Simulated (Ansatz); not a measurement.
**AlBFH₅Si: small, medium and large basis sets**

One table from this session's results is given with a row withheld; the runs are named, their logs left out.

Method: one geometry, several basis sets; program: Ansatz 0.2.0, Gaussian basis.

Plan: PBE0-D4/def2-SVP; ωB97M-V/def2-SVP; PBE0-D4/def2-QZVPP; ωB97M-V/def2-QZVPP; the functionals' def2-TZVPP values are taken from earlier runs.

## The relaxed structure

The geometry comes from an earlier relaxation with PBE0-D4 in a triple-zeta def2 set; it is a stationary point, not always the lowest conformer.

9 atoms, charge 0, spin multiplicity 1.

Atoms are counted from 1 here; the program's logs count them from 0.

Bond lengths: F1–B2 1.332 Å, B2–Al3 2.170 Å, B2–Si4 2.050 Å, Al3–H5 1.592 Å, Al3–H6 1.592 Å, Si4–H7 1.493 Å, Si4–H8 1.489 Å, Si4–H9 1.493 Å. Angles: F1–B2–Al3 119.8°, F1–B2–Si4 118.1°, Al3–B2–Si4 122.1°, B2–Al3–H5 120.6°, B2–Al3–H6 120.9°, H5–Al3–H6 118.4°, B2–Si4–H7 107.7°, B2–Si4–H8 116.1°, B2–Si4–H9 108.3°, H7–Si4–H8 108.9°, H7–Si4–H9 106.6°, H8–Si4–H9 108.9°.

Set-up of the first run:

Input file in.yaml:

```yaml
crystal:
  periodic: [false, false, false]
  atoms:
    - {symbol: F, position_ang: [0.615031, -1.263006, -1.673637]}
    - {symbol: B, position_ang: [0.270219, -0.412238, -0.708543]}
    - {symbol: Al, position_ang: [0.401732, 1.725496, -1.058785]}
    - {symbol: Si, position_ang: [-0.381375, -1.186756, 1.073884]}
    - {symbol: H, position_ang: [1.735849, 2.523422, -0.713385]}
    - {symbol: H, position_ang: [-0.856118, 2.546788, -1.586758]}
    - {symbol: H, position_ang: [-1.798848, -0.757759, 1.263736]}
    - {symbol: H, position_ang: [-0.303666, -2.667576, 1.212633]}
    - {symbol: H, position_ang: [0.405474, -0.554871, 2.173855]}
basis:
  gaussian: {orbitals: def2-SVP}
hamiltonian: {xc: pbe0, dispersion: d4}
output: {orbitals: {seedname: orbitals}}
```

The run is started by

```bash
ansatz run in.yaml --threads 2 --pin off --events-out ev --progress --plain --max-ram 4352MiB
```

Among the steps run: PBE0-D4 in def2-SVP; ωB97M-V in def2-SVP; PBE0-D4 in def2-QZVPP; ωB97M-V in def2-QZVPP.

One table of the session follows, with a row left open; its other results are not shown here.

It belongs to the step «Density functionals: the series». 

```
functional       basis  HOMO (eV)  LUMO (eV)
   PBE0-D4    def2-SVP      -6.82      -2.00
   PBE0-D4  def2-TZVPP      -6.83      -2.08
   PBE0-D4  def2-QZVPP      -6.83      -2.10
   ωB97M-V    def2-SVP      -8.81      -0.28
   ωB97M-V  def2-TZVPP          ?          ?
   ωB97M-V  def2-QZVPP      -8.87      -0.50
```

Q: Estimate the row for ωB97M-V, def2-TZVPP from the others.

As computed: HOMO (eV): -8.86; LUMO (eV): -0.38. In the column «HOMO (eV)» it lies between ωB97M-V, def2-QZVPP (-8.87) and ωB97M-V, def2-SVP (-8.81).
